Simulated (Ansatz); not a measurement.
# GaAs (zincblende type): how the settings move a relaxation

Question: which choices in the input matter for GaAs (zincblende type)?

Method: reference: DFT, r2SCAN, PAW with Ansatz's default frozen-core files, scalar-relativistic, in Ansatz 0.2.0.

## Step 1: The starting structure

Symmetry: F-43m, No. 216, cubic system. The conventional cell has a = 5.795 Å, b = 5.795 Å, c = 5.795 Å, α = 90.00°, β = 90.00°, γ = 90.00°. Around Ga (site symmetry -43m) lie 4 As at 2.51 Å. As (site symmetry -43m) has 4 Ga at 2.51 Å as nearest neighbours.

Structure file:

```
Ga As
1.0
     0.00000    2.89763    2.89763
     2.89763    0.00000    2.89763
     2.89763    2.89763    0.00000
Ga As
1 1
Direct
  0.00000 0.00000 0.00000
  0.25000 0.25000 0.25000
```

## Step 2: The reference run

input.yaml reads:

```yaml
crystal:
  lattice:
    - [0.0, 2.897629242, 2.897629242]
    - [2.897629242, 0.0, 2.897629242]
    - [2.897629242, 2.897629242, 0.0]
  atoms:
    - { symbol: Ga, position: [0.0, 0.0, 0.0] }
    - { symbol: As, position: [0.25, 0.25, 0.25] }
kpoints:
  mp_grid: { grid: [10, 10, 10] }
scf:
  occupations: { method: fermi_dirac, width: 0.02 }
hamiltonian:
  xc: r2scan
  pseudopotentials: { kind: paw }
output:
  forces: true
  stress: true
relax:
  f_tol: 0.005
  max_steps: 40
  cell: {}
```

Launch:

```bash
> ansatz run input.yaml --threads 2 --pin off --max-ram 4096MiB --backend cpu --events-out ev --progress --plain --runs-dir out
```

## Step 3: A further run, with the input changed

input.yaml: that of step 2 with these lines changed.

```diff
@@ -12,2 +12,3 @@
   occupations: { method: fermi_dirac, width: 0.02 }
+  convergence: { dr2_threshold: 1.0e-05 }
 hamiltonian:
@@ -22 +23,3 @@
   cell: {}
+basis:
+  ecutwfc: "200 eV"
```

(Steps that only read results are left out.)

**Question.** What will these runs give? Wanted: for each run, ending; energy change.

**Answer**, as computed:

| run | ending | energy change | cycles | time |
| --- | --- | --- | --- | --- |
| reference | converged | - | 22 | 10 s |
| 1: dr2_threshold 1.0e-05, ecutwfc 200 eV | not converged | - | 115 | 21 s |

With the changed convergence setting and cutoff the run ends not converged. 1 of the 1 altered inputs did not end normally.
